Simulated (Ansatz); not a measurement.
The system is AsAu3.

```
CELL_PARAMETERS angstrom
5.95899 0.00000 0.00000
-2.97949 5.16063 0.00000
0.00000 0.00000 4.80891
ATOMIC_POSITIONS crystal
Au 0.16683 0.33366 0.25000
Au 0.16683 0.83317 0.25000
Au 0.66634 0.83317 0.25000
Au 0.83317 0.66634 0.75000
Au 0.83317 0.16683 0.75000
Au 0.33366 0.16683 0.75000
As 0.33333 0.66667 0.75000
As 0.66667 0.33333 0.25000
```

The cell comes from a database or a generator and needn't be the stable form of this composition.

* Program: Ansatz 0.2.0
* Task: single point
* Functional: PBE
* Potentials or basis: Ansatz PAW
* Cutoff: 420 eV (not typed: the program's choice for these potentials)
* k mesh: 5 × 5 × 6
* Occupations: fermi-dirac, width 0.05 eV
* Spin: no spin polarisation

On this cell: pressure -0.8 GPa; largest force 0.052 eV/Å; band gap on the k mesh none (metal or under the smearing width).

The same run follows on a disturbed copy (atoms moved at random, drawn with an rms of 0.05 Å):

```xyz
8
Lattice="5.9590 0.0000 0.0000 -2.9795 5.1606 0.0000 0.0000 0.0000 4.8089" Properties=species:S:1:pos:R:3 pbc="T T T"
Au   -0.0023    1.7277    1.1996
Au   -1.4700    4.2951    1.1662
Au    1.4723    4.2629    1.2213
Au    3.0406    3.4289    3.6283
Au    4.4651    0.8353    3.6389
Au    1.5312    0.8477    3.6082
As    0.0191    3.4510    3.6128
As    3.0158    1.6930    1.1933
```

Question: What does the disturbed cell give?

Answer: The energy (extrapolated to zero smearing) moves by +3.1 meV/atom; pressure -0.7 GPa; largest force 0.295 eV/Å; band gap on the k mesh none (metal or under the smearing width).

Forces on the atoms (eV/Å):
```
Au   0.021 -0.220  0.095
Au  -0.179  0.095  0.215
Au   0.252  0.081  0.057
Au  -0.122  0.076 -0.139
Au   0.219 -0.061 -0.107
Au  -0.211  0.062 -0.095
As   0.057 -0.082 -0.062
As  -0.036  0.050  0.037
```

Stress tensor (GPa, compression positive):
```
-0.54  0.04  0.14
 0.04 -0.64  0.01
 0.14  0.01 -0.98
```
